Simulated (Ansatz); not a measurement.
# One shape, several levels: doublet CH4F3NSi+

Wanted: a comparison of 6 runs (UHF/STO-3G, UHF/6-31G*, U-r2SCAN/6-31G*, UMP2/6-31G*, UCCSD/6-31G*, UCCSD(T)/6-31G*) of doublet CH4F3NSi+. 

Program for the calculation: Ansatz 0.2.0.

67 further runs of the same task are left out: 67 set aside as unsound or not needed.

### 1 The system as given

CH4F3NSi+ has 10 atoms, charge +1, and is taken as a doublet. SMILES of the parent species: `CN[Si](F)(F)F`. The shape is that of a PBE0-D4/def2-TZVP optimisation. That shape belongs to the parent species and isn't relaxed for this state.

Bond lengths: C1–N2 1.451 Å, N2–Si3 1.670 Å, Si3–F4 1.577 Å, Si3–F5 1.575 Å, Si3–F6 1.580 Å, C1–H7 1.093 Å, C1–H8 1.091 Å, C1–H9 1.094 Å, N2–H10 1.007 Å. Some angles: C1–N2–Si3 125.8°, N2–Si3–F4 111.1°, N2–Si3–F5 108.9°, N2–Si3–F6 115.4°, F4–Si3–F5 109.9°, F4–Si3–F6 104.5°, F5–Si3–F6 106.8°, C1–N2–H10 114.9°, Si3–N2–H10 118.5°, N2–C1–H7 111.0°.

### 2 A single-point energy at UHF/STO-3G (run 1)

job.yaml reads:

```yaml
basis:
  gaussian:
    orbitals: STO-3G
crystal:
  periodic: [false, false, false]
  atoms:
    - {symbol: C, position_ang: [0.192100, -1.054000, 0.940300]}
    - {symbol: N, position_ang: [0.609500, 0.071900, 0.126100]}
    - {symbol: Si, position_ang: [-0.361500, 0.924500, -0.931300]}
    - {symbol: F, position_ang: [-1.157900, -0.049900, -1.881500]}
    - {symbol: F, position_ang: [0.542600, 1.889500, -1.787100]}
    - {symbol: F, position_ang: [-1.475500, 1.819700, -0.258100]}
    - {symbol: H, position_ang: [0.924800, -1.863500, 0.893300]}
    - {symbol: H, position_ang: [-0.751400, -1.452800, 0.563600]}
    - {symbol: H, position_ang: [0.041900, -0.779100, 1.989000]}
    - {symbol: H, position_ang: [1.518500, 0.442600, 0.348500]}
total_charge: 1
magnetization:
  spin_polarized: true
  initial_magnetization: 1
hamiltonian:
  xc: hf
accuracy: high
output:
  orbitals: {seedname: orbitals}
```

Command:

```
$ ansatz run job.yaml --threads 1 --pin off --max-ram 2610MiB --events-out events.jsonl --progress --plain --runs-dir runs
```

Log:

```text
Warning: RAYON_NUM_THREADS=1 ignored (pool sized by the plan → 1); use --threads N
Functional definition: HF
  name "HF"
  exchange = exact_x
  correlation = 0
826 factors; integrals over basis functions are off by at most 2.8e-8 eV
mean field evaluation 1: about -18308.6928 eV, gradient 2.5e1 eV
mean field evaluation 2: about -18308.8403 eV, gradient 2.5e1 eV
mean field evaluation 4: about -18314.6422 eV, gradient 2.6e0 eV
mean field evaluation 8: about -18314.7651 eV, gradient 1.8e-4 eV
mean field -18314.75891137 eV, -673.0549758034 hartree, gradient 2.1e-8 eV, S^2 0.761436; 0 other end points of the search recorded, 0 dependent functions left out
reference -18314.75891137 eV, -673.0549758034 hartree; 29, 28 occupied and 9, 10 virtual orbitals, 826 factors
Total energy: -18314.75891137 eV, -673.0549758034 hartree
```

It took 0.86 s on 1 thread of Arm Neoverse V1, shared host; peak memory 0.12 GiB.

### 3 A single-point energy at UHF/6-31G(d) (spherical functions) (run 2)

Changes to job.yaml since step 2:

```diff
@@ -1,4 +1 @@
-basis:
-  gaussian:
-    orbitals: STO-3G
 crystal:
@@ -7,3 +4,3 @@
     - {symbol: C, position_ang: [0.192100, -1.054000, 0.940300]}
-    - {symbol: N, position_ang: [0.609500, 0.071900, 0.126100]}
+    - {symbol: "N", position_ang: [0.609500, 0.071900, 0.126100]}
     - {symbol: Si, position_ang: [-0.361500, 0.924500, -0.931300]}
@@ -16,2 +13,5 @@
     - {symbol: H, position_ang: [1.518500, 0.442600, 0.348500]}
+basis:
+  gaussian:
+    orbitals: 6-31G_st_-spherical.json
 total_charge: 1
@@ -23,3 +23,2 @@
 accuracy: high
-output:
-  orbitals: {seedname: orbitals}
+output: {orbitals: {seedname: orbitals}}
```

The basis set 6-31G* is read from a file made from the Basis Set Exchange's data (not shown).

Command:

```
$ ansatz run job.yaml --threads 1 --pin off --max-ram 2610MiB --events-out events.jsonl --progress --plain --runs-dir runs
```

Log:

```text
Warning: RAYON_NUM_THREADS=1 ignored (pool sized by the plan → 1); use --threads N
Functional definition: HF
  name "HF"
  exchange = exact_x
  correlation = 0
2214 factors; integrals over basis functions are off by at most 6.9e-9 eV
mean field evaluation 1: about -18545.3066 eV, gradient 4.1e1 eV
mean field evaluation 2: about -18545.3278 eV, gradient 4.1e1 eV
mean field evaluation 4: about -18551.6657 eV, gradient 3.7e0 eV
mean field evaluation 8: about -18551.9900 eV, gradient 2.7e-1 eV
mean field -18551.99110780 eV, -681.7730982205 hartree, gradient 2.6e-8 eV, S^2 0.761050; 0 other end points of the search recorded, 0 dependent functions left out
reference -18551.99110780 eV, -681.7730982205 hartree; 29, 28 occupied and 67, 68 virtual orbitals, 2214 factors
Total energy: -18551.99110780 eV, -681.7730982205 hartree
```

It took 7.5 s on 1 thread of Arm Neoverse V1, shared host; peak memory 0.41 GiB.

Run 3 isn't shown in full; the table further down has it.

### 4 A single-point energy at UMP2/6-31G(d) (spherical functions) (run 4)

molecule.yaml reads:

```yaml
basis:
  gaussian:
    orbitals: 6-31G_st_-spherical.json
crystal:
  periodic: [false, false, false]
  atoms:
    - {symbol: C, position_ang: [0.192100, -1.054000, 0.940300]}
    - {symbol: "N", position_ang: [0.609500, 0.071900, 0.126100]}
    - {symbol: Si, position_ang: [-0.361500, 0.924500, -0.931300]}
    - {symbol: F, position_ang: [-1.157900, -0.049900, -1.881500]}
    - {symbol: F, position_ang: [0.542600, 1.889500, -1.787100]}
    - {symbol: F, position_ang: [-1.475500, 1.819700, -0.258100]}
    - {symbol: H, position_ang: [0.924800, -1.863500, 0.893300]}
    - {symbol: H, position_ang: [-0.751400, -1.452800, 0.563600]}
    - {symbol: H, position_ang: [0.041900, -0.779100, 1.989000]}
    - {symbol: H, position_ang: [1.518500, 0.442600, 0.348500]}
total_charge: 1
magnetization:
  spin_polarized: true
  initial_magnetization: 1
correlation:
  method: mp2
  frozen_orbitals: {C: 1, F: 1, H: 0, "N": 1, Si: 5}
accuracy: high
```

The basis set 6-31G* is read from a file made from the Basis Set Exchange's data (not shown).

Command:

```
$ ansatz run molecule.yaml --threads 1 --pin off --max-ram 2610MiB --events-out events.jsonl --progress --plain --runs-dir runs
```

Log:

```text
Warning: RAYON_NUM_THREADS=1 ignored (pool sized by the plan → 1); use --threads N
Functional definition: HF
  name "HF"
  exchange = exact_x
  correlation = 0
2214 factors; integrals over basis functions are off by at most 6.9e-9 eV
mean field evaluation 1: about -18545.3066 eV, gradient 4.1e1 eV
mean field evaluation 2: about -18545.3278 eV, gradient 4.1e1 eV
mean field evaluation 4: about -18551.6657 eV, gradient 3.7e0 eV
mean field evaluation 8: about -18551.9900 eV, gradient 2.7e-1 eV
mean field -18551.99110780 eV, -681.7730982205 hartree, gradient 2.6e-8 eV, S^2 0.761050; 0 other end points of the search recorded, 0 dependent functions left out
10 core orbitals not correlated: weight in the atoms' cores, before any rotation towards them, 1.000 or more for the frozen orbitals, at most 0.000 for the correlated occupied ones
reference -18551.99110780 eV, -681.7730982205 hartree; 19, 18 occupied and 67, 68 virtual orbitals, 2214 factors
second order -23.04575336 eV of doubles, -0.00000000 eV of singles
Total energy: -18575.03686117 eV, -682.6200140357 hartree
```

Run time: 6.9 s. Hardware: 1 thread of Arm Neoverse V1, shared host; peak memory 0.41 GiB.

Run 5 isn't shown in full; the table further down has it.

### 5 The energy at UCCSD(T)/6-31G(d) (spherical functions) (run 6)

run.yaml reads:

```yaml
crystal:
  periodic: [false, false, false]
  atoms:
    - {symbol: C, position_ang: [0.192100, -1.054000, 0.940300]}
    - {symbol: "N", position_ang: [0.609500, 0.071900, 0.126100]}
    - {symbol: Si, position_ang: [-0.361500, 0.924500, -0.931300]}
    - {symbol: F, position_ang: [-1.157900, -0.049900, -1.881500]}
    - {symbol: F, position_ang: [0.542600, 1.889500, -1.787100]}
    - {symbol: F, position_ang: [-1.475500, 1.819700, -0.258100]}
    - {symbol: H, position_ang: [0.924800, -1.863500, 0.893300]}
    - {symbol: H, position_ang: [-0.751400, -1.452800, 0.563600]}
    - {symbol: H, position_ang: [0.041900, -0.779100, 1.989000]}
    - {symbol: H, position_ang: [1.518500, 0.442600, 0.348500]}
basis:
  gaussian: {orbitals: 6-31G_st_-spherical.json}
total_charge: 1
magnetization: {spin_polarized: true, initial_magnetization: 1}
correlation: {method: ccsd_t, frozen_orbitals: {C: 1, F: 1, H: 0, "N": 1, Si: 5}}
accuracy: high
scf: {omitted_lower_state_checks: [cluster_reference, increment]}
```

The basis set 6-31G* is read from a file made from the Basis Set Exchange's data (not shown).

Command:

```
$ ansatz run run.yaml --threads 1 --pin off --max-ram 2610MiB --events-out events.jsonl --progress --plain --runs-dir runs
```

Log:

```text
Warning: RAYON_NUM_THREADS=1 ignored (pool sized by the plan → 1); use --threads N
Functional definition: HF
  name "HF"
  exchange = exact_x
  correlation = 0
these checks for a lower state are left out or cut short: cluster_reference, increment
2214 factors; integrals over basis functions are off by at most 6.9e-9 eV
mean field evaluation 1: about -18545.3066 eV, gradient 4.1e1 eV
mean field evaluation 2: about -18545.3278 eV, gradient 4.1e1 eV
mean field evaluation 4: about -18551.6657 eV, gradient 3.7e0 eV
mean field evaluation 8: about -18551.9900 eV, gradient 2.7e-1 eV
mean field -18551.99110780 eV, -681.7730982205 hartree, gradient 2.6e-8 eV, S^2 0.761050; 0 other end points of the search recorded, 0 dependent functions left out
10 core orbitals not correlated: weight in the atoms' cores, before any rotation towards them, 1.000 or more for the frozen orbitals, at most 0.000 for the correlated occupied ones
reference -18551.99110780 eV, -681.7730982205 hartree; 19, 18 occupied and 67, 68 virtual orbitals, 2214 factors
second order -23.04575336 eV of doubles, -0.00000000 eV of singles
cycle   1  -23.25279848 eV  change   -2.1e-1 eV  update   1.2e-1
cycle   2  -23.80531877 eV  change   -5.5e-1 eV  update   3.6e-2
cycle   3  -23.97384682 eV  change   -1.7e-1 eV  update   2.4e-2
cycle   4  -23.98753989 eV  change   -1.4e-2 eV  update   1.0e-2
cycle   5  -23.98199658 eV  change    5.5e-3 eV  update   6.1e-3
cycle   6  -23.98300949 eV  change   -1.0e-3 eV  update   2.2e-3
cycle   7  -23.98403119 eV  change   -1.0e-3 eV  update   8.5e-4
cycle   8  -23.98397243 eV  change    5.9e-5 eV  update   3.3e-4
cycle   9  -23.98398101 eV  change   -8.6e-6 eV  update   1.7e-4
cycle  10  -23.98396406 eV  change    1.7e-5 eV  update   7.0e-5
cycle  11  -23.98393734 eV  change    2.7e-5 eV  update   4.0e-5
cycle  12  -23.98396122 eV  change   -2.4e-5 eV  update   1.8e-5
cycle  13  -23.98396852 eV  change   -7.3e-6 eV  update   9.5e-6
cycle  14  -23.98397139 eV  change   -2.9e-6 eV  update   4.7e-6
cycle  15  -23.98397167 eV  change   -2.7e-7 eV  update   2.5e-6
cycle  16  -23.98397011 eV  change    1.6e-6 eV  update   1.4e-6
cycle  17  -23.98396936 eV  change    7.6e-7 eV  update   6.4e-7
cycle  18  -23.98396915 eV  change    2.0e-7 eV  update   3.7e-7
cycle  19  -23.98396909 eV  change    6.7e-8 eV  update   1.9e-7
cycle  20  -23.98396920 eV  change   -1.1e-7 eV  update   1.2e-7
cycle  21  -23.98396925 eV  change   -4.7e-8 eV  update   5.9e-8
cycle  22  -23.98396926 eV  change   -1.3e-8 eV  update   3.8e-8
cycle  23  -23.98396894 eV  change    3.2e-7 eV  update   9.5e-8
cycle  24  -23.98396895 eV  change   -8.0e-9 eV  update   2.2e-8
cycle  25  -23.98396894 eV  change    1.0e-8 eV  update   8.4e-9
cycle  26  -23.98396894 eV  change   -2.6e-9 eV  update   3.9e-9
cycle  27  -23.98396894 eV  change  -8.7e-10 eV  update   1.9e-9
perturbative correction -0.48206188 eV, -0.0177154473 hartree
Total energy: -18576.45713862 eV, -682.6722082695 hartree
Checks for a lower state left out: cluster_reference, increment
```

Run time: 3.8 min. Hardware: 1 thread of Arm Neoverse V1, shared host; peak memory 1.5 GiB.

### 6 Overview of the runs

| run | level | frozen core orbitals | energy (Eh) | ⟨S²⟩ | wall time |
| --- | --- | --- | --- | --- | --- |
| 1 | UHF/STO-3G | – | -673.054976 | 0.761 | 0.86 s |
| 2 | UHF/6-31G* (spherical functions) | – | -681.773098 | 0.761 | 7.5 s |
| 3 | U-r2SCAN/6-31G* (spherical functions) | – | -683.910401 | 0.755 | 34 s |
| 4 | UMP2/6-31G* (spherical functions) | 10 | -682.620014 | 0.761 | 6.9 s |
| 5 | UCCSD/6-31G* (spherical functions) | 10 | -682.654493 | 0.761 | 2.7 min |
| 6 | UCCSD(T)/6-31G* (spherical functions) | 10 | -682.672208 | 0.761 | 3.8 min |

### 7 What came out

| quantity | value |
| --- | --- |
| run 6: total energy | -682.67221 Eh |
| run 6: correlation energy (10 core orbitals frozen) | -899.1 mEh |
| run 6: (T) correction | -17.72 mEh |
| run 6: ⟨S²⟩ of the reference determinant | 0.761 |
| run 6: T1 diagnostic | 0.018 |

What this shows: Below the UHF energy at the same shape and in the same basis (6-31G*): UMP2 -846.9 mEh; UCCSD -881.4 mEh; UCCSD(T) -899.1 mEh. In run 1 the basis is minimal, so the values are rough. All runs together took 7.4 min, the longest 3.8 min.
